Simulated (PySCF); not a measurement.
# C3H9Bi (BiMe3): the cost of one run

Computed with PySCF 2.14.0 and routines of our own; the level stands in each step. Atoms count from 0.

4 further runs of the same task are left out: 4 for a known fault of the program.

### 1 The starting structure

13 atoms, charge 0, multiplicity 1; geometry from: GFN2-xTB.

### 2 Geometry optimisation at PBE0-D3(BJ)/def2-SVP

The job: settings as JSON, then the geometry in Å.

```
{"job": {"xc": "PBE0", "basis": "def2-SVP", "d3": "d3bj", "grid": 1, "maxiter": 30, "shake": 0.03, "kind": "geom"}, "charge": 0, "multiplicity": 1}
Bi     0.072820    -0.069250     1.325630
C      1.865050    -0.015410     0.024110
H      2.467680     0.815060     0.277090
H      1.698870     0.105640    -1.017290
H      2.409640    -0.952800     0.130090
C     -0.951550     1.644650     0.039750
H     -0.772120     1.380150    -0.995400
H     -0.430400     2.602550     0.238340
H     -2.004700     1.710510     0.316970
C     -0.949160    -1.634600     0.092630
H     -2.040600    -1.626230     0.225800
H     -0.536440    -2.592880     0.371610
H     -0.798460    -1.419490    -1.007140
```

Launch:

```
$ OMP_NUM_THREADS=1 python heavy_run.py task.json out
```

This one command runs all jobs of the session in turn.

**Question.** How long does this first job take on 1 thread of Arm Neoverse V2, shared host, and how much memory does it need?

About 30 s, with a peak of 0.47 GiB.
